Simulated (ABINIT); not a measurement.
The system is PtSe2.

```
Pt Se
1.0
     0.00000    3.12178    3.12178
     3.12178    0.00000    3.12178
     3.12178    3.12178    0.00000
Pt Se
1 2
Cartesian
  0.0000 0.0000 0.0000
  1.5609 1.5609 1.5609
  4.6827 4.6827 4.6827
```

Measurements of this composition are mostly on another form, of space group No. 164.

Base run:

```yaml
Program: ABINIT 10.8.3 (patched build)
Functional: PBEsol
Potentials_or_basis: PseudoDojo NC SR PBEsol v0.4.1 standard
Cutoff: 1061 eV
k_mesh: 5 × 5 × 5
Occupations: fermi-dirac, width 0.05 eV
Spin: no spin polarisation
```

Its results: band gap on the k mesh none (metal or under the smearing width); pressure -3.1 GPa.

The run is repeated on the same cell with these changes: functional from PBEsol to LDA; potentials or basis from PseudoDojo NC SR PBEsol v0.4.1 standard to JTH PAW LDA v2.0; cutoff from 1061 eV to 435 eV; valence electrons from 50 to 22. What comes out?

Band gap on the k mesh none (metal or under the smearing width); pressure -4.7 GPa.
